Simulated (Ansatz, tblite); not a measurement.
**GeEt2(OAc)2 (C₈H₁₆GeO₄): one state, many levels**

Aim: run the singlet of GeEt2(OAc)2 (C₈H₁₆GeO₄) at one geometry on many levels, and compare frontier levels, spin and run time.

Method: as each input shows; program: Ansatz 0.2.0, Gaussian basis.

Levels to be run: GFN1-xTB, GFN2-xTB, PBE-D4/def2-TZVP, r2SCAN-D4/def2-TZVP, PBE-QIDH/def2-TZVP, ωB97X-V/def2-TZVP, r2SCAN0-D4/def2-TZVP, PBE-D4/def2-SVP, PBE0-D4/def2-SVP, HF/6-31G, B3LYP-D4/6-31G, CCSD(T)/def2-SVP, MP2/def2-TZVP, RPA/def2-TZVP.

### 1 The relaxed structure

The singlet was relaxed beforehand with PBE-D4/def2-SVP.

29 atoms, charge 0, spin multiplicity 1.

Bond lengths: Ge1–C2 1.960 Å, Ge1–C9 1.956 Å, Ge1–O16 1.863 Å, Ge1–O23 1.858 Å, C2–C3 1.532 Å, C2–H4 1.111 Å, C2–H5 1.112 Å, C3–H6 1.109 Å, C3–H7 1.107 Å, C3–H8 1.108 Å, C9–C10 1.533 Å, C9–H11 1.108 Å, C9–H12 1.110 Å, C10–H13 1.110 Å, C10–H14 1.108 Å, C10–H15 1.110 Å, O16–C17 1.343 Å, C17–C18 1.510 Å and more. Angles: C2–Ge1–C9 118.7°, C2–Ge1–O16 110.6°, C2–Ge1–O23 103.5°, C9–Ge1–O16 101.4°, C9–Ge1–O23 110.2°, O16–Ge1–O23 112.8°, Ge1–C2–C3 114.9°, Ge1–C2–H4 105.9°, Ge1–C2–H5 106.0°, C3–C2–H4 111.7°, C3–C2–H5 111.6°, H4–C2–H5 106.2°, C2–C3–H6 110.9°, C2–C3–H7 111.0°, C2–C3–H8 111.1°, H6–C3–H7 108.7°, H6–C3–H8 108.0°, H7–C3–H8 106.9° and more.

PBE0-D4/def2-TZVP was run before; its log isn't repeated, and its numbers join the tables.

### 2 GFN1-xTB

Tight binding, by tblite at 300 K electronic temperature and without a spin-polarisation term:

```python
tblite.interface.Calculator('GFN1-xTB', numbers, positions, charge=0, uhf=0).singlepoint()
```

Energy -1254.0356 eV, HOMO -11.73 eV, LUMO -6.78 eV; 0.038 s.

### 3 GFN2-xTB

Tight binding, by tblite at 300 K electronic temperature and without a spin-polarisation term:

```python
tblite.interface.Calculator('GFN2-xTB', numbers, positions, charge=0, uhf=0).singlepoint()
```

Energy -1185.1608 eV, HOMO -10.99 eV, LUMO -6.33 eV; 0.022 s.

### 4 PBE-D4/def2-TZVP

start.molden holds the orbitals of an earlier run on this state, given as this run's starting guess.

The input, in.yaml:

```yaml
crystal:
  periodic: [false, false, false]
  atoms:
    - {symbol: Ge, position_ang: [0.680926, -0.067840, 0.240337]}
    - {symbol: C, position_ang: [0.756471, -0.332045, 2.181182]}
    - {symbol: C, position_ang: [-0.400449, -1.146885, 2.767151]}
    - {symbol: H, position_ang: [0.807327, 0.685320, 2.624153]}
    - {symbol: H, position_ang: [1.739140, -0.809570, 2.387300]}
    - {symbol: H, position_ang: [-0.300347, -1.241369, 3.868061]}
    - {symbol: H, position_ang: [-1.374892, -0.674930, 2.537886]}
    - {symbol: H, position_ang: [-0.428588, -2.167045, 2.336724]}
    - {symbol: C, position_ang: [2.346940, 0.261582, -0.729151]}
    - {symbol: C, position_ang: [3.042684, 1.554662, -0.290208]}
    - {symbol: H, position_ang: [2.062428, 0.289384, -1.800108]}
    - {symbol: H, position_ang: [2.996736, -0.627072, -0.583630]}
    - {symbol: H, position_ang: [3.970764, 1.729082, -0.872872]}
    - {symbol: H, position_ang: [2.385067, 2.434353, -0.439909]}
    - {symbol: H, position_ang: [3.330692, 1.532381, 0.781663]}
    - {symbol: O, position_ang: [-0.295291, 1.463914, -0.173755]}
    - {symbol: C, position_ang: [-1.628928, 1.395496, -0.031843]}
    - {symbol: C, position_ang: [-2.330373, 2.601519, -0.610357]}
    - {symbol: O, position_ang: [-2.198529, 0.440925, 0.480828]}
    - {symbol: H, position_ang: [-3.386602, 2.617204, -0.290123]}
    - {symbol: H, position_ang: [-2.282391, 2.532542, -1.716507]}
    - {symbol: H, position_ang: [-1.815005, 3.536442, -0.318478]}
    - {symbol: O, position_ang: [-0.125505, -1.622967, -0.378191]}
    - {symbol: C, position_ang: [-0.645038, -1.579037, -1.619471]}
    - {symbol: C, position_ang: [-1.442003, -2.818874, -1.948574]}
    - {symbol: O, position_ang: [-0.504679, -0.621421, -2.367006]}
    - {symbol: H, position_ang: [-1.673264, -2.846591, -3.027550]}
    - {symbol: H, position_ang: [-2.388185, -2.787487, -1.370390]}
    - {symbol: H, position_ang: [-0.899099, -3.731653, -1.637162]}
basis:
  gaussian: {orbitals: def2-TZVP, fitting: {mean_field: def2-universal-jkfit}, initial_orbitals: start.molden}
hamiltonian: {xc: pbe, dispersion: d4}
scf: {omitted_lower_state_checks: [starts]}
output: {orbitals: {seedname: orbitals}}
```

The run is started by

```
> ansatz run in.yaml --threads 2 --pin off --events-out ev --progress --plain --max-ram 32768MiB --backend cuda --devices 0, --max-vram 18GiB
```

After this run come: r2SCAN-D4/def2-TZVP; PBE-QIDH/def2-TZVP; ωB97X-V/def2-TZVP; r2SCAN0-D4/def2-TZVP; PBE-D4/def2-SVP; PBE0-D4/def2-SVP; HF/6-31G; B3LYP-D4/6-31G; CCSD(T)/def2-SVP; MP2/def2-TZVP; RPA/def2-TZVP.

Q: Predict the results of all the runs planned. Wanted: gap in def2-TZVP, named functionals, smallest and largest; correlation energy, CCSD(T)/def2-SVP; correlation energy, MP2/def2-TZVP; binding an atom, CCSD(T)/def2-SVP; PBE0 total energy, smallest basis above largest.

The runs gave:

| quantity | value |
| --- | --- |
| gap in def2-TZVP, named functionals, smallest and largest | 5.15 eV (PBE-D4), 12.65 eV (ωB97X-V) |
| correlation energy, CCSD(T)/def2-SVP | -60.84 eV |
| correlation energy, MP2/def2-TZVP | -68.05 eV |
| binding an atom, CCSD(T)/def2-SVP | 4.131 eV |
| PBE0 total energy, smallest basis above largest | 25.86 eV (def2-SVP, def2-TZVP) |

Orbital gaps of the named functionals in def2-TZVP span 5.15 eV (PBE-D4) to 12.65 eV (ωB97X-V); exact exchange widens it. A small miss in a minimal or small basis is a cancelling of errors, not accuracy. The functionals in def2-TZVP miss CCSD(T)/def2-SVP by +0.119 (r2SCAN0-D4) to +0.296 eV (PBE-D4) an atom. The yardstick is in a double-zeta basis, so levels in larger sets aren't compared like for like. The reference is CCSD(T) in one finite basis, so it carries an error of its own, often a tenth of an eV or more, and near misses can't be ranked.
